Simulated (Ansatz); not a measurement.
# BaSrI4: the cost of one run

Computed with Ansatz 0.2.0 through its Python package. Level of theory: DFT r2SCAN, plane waves, PAW.

### 1 Starting point

It takes space group R-3m (No. 166, trigonal). The conventional cell has a = 5.870 Å, b = 5.870 Å, c = 28.091 Å, α = 90.00°, β = 90.00°, γ = 120.00°. Around Ba (site symmetry -3m) lie 8 I at 3.61 to 3.63 Å. Sr (site symmetry -3m) has 8 I at 3.45 to 3.55 Å as nearest neighbours. Around I (site symmetry 3m) lie 1 Sr at 3.45 Å and 3 Ba at 3.61 Å. I (site symmetry 3m) is surrounded by 3 Sr at 3.55 Å and 1 Ba at 3.63 Å.

No structure file is read: the coordinates are typed or built in the script.

### 2 Script

The input, ecut_basri4.py:

```python
import ansatz as az
from tabulate import tabulate

crystal = (
    az.Lattice.of((2.93501, 1.69453, 9.36382), (-2.93501, 1.69453, 9.36382), (0.0, -3.38906, 9.36382))
    .atom("Ba", (0.0, 0.0, 0.0))
    .atom("Sr", (0.5, 0.5, 0.5))
    .atom("I", (0.6228, 0.6228, 0.6228))
    .atom("I", (0.8709, 0.8709, 0.8709))
    .atom("I", (0.1291, 0.1291, 0.1291))
    .atom("I", (0.3772, 0.3772, 0.3772))
)

model = crystal.calculation()
model = model.occupations("fixed")
model = model.kpoints(4, 4, 4, center="gamma")
model = model.functional("r2scan")

rows = []
for value in [250, 300, 350, 400]:
    report = model.basis(value).run(threads=1).report
    rows.append((value, report["free_energy_ev"] / len(report["lattice"]["sites"]), report["n_iterations"], report["n_pw"]))

print(tabulate(rows, headers=["cutoff (eV)", "F/atom (eV)", "iterations", "plane waves"], floatfmt=".4f", tablefmt="plain"))

for row in rows[:-1]:
    shift = 1000 * (row[1] - rows[-1][1])
    print(f"{row[0]}: {shift:+.2f} meV/atom" + ("  (within 1 meV)" if abs(shift) < 1 else ""))
```

### 3 The input behind the calls

The package turns the script's settings into the engine's input (first run):

```yaml
crystal:
  lattice:
    - [2.93501, 1.69453, 9.36382]
    - [-2.93501, 1.69453, 9.36382]
    - [0.0, -3.38906, 9.36382]
  atoms:
    - { symbol: Ba, position: [0.0, 0.0, 0.0] }
    - { symbol: Sr, position: [0.5, 0.5, 0.5] }
    - { symbol: I, position: [0.6228, 0.6228, 0.6228] }
    - { symbol: I, position: [0.8709, 0.8709, 0.8709] }
    - { symbol: I, position: [0.1291, 0.1291, 0.1291] }
    - { symbol: I, position: [0.3772, 0.3772, 0.3772] }
basis:
  ecutwfc: 250.0
kpoints:
  mp_grid:
    grid: [4, 4, 4]
    shift: [0.0, 0.0, 0.0]
hamiltonian:
  xc: r2scan
scf:
  occupations:
    method: fixed
```

### 4 The run

Command:

```sh
$ python ecut_basri4.py
```

**Question.** How long does this script take on 1 thread of Arm Neoverse N1, shared host, and how much memory does it need?

About 93 s, with a peak of 0.93 GiB.
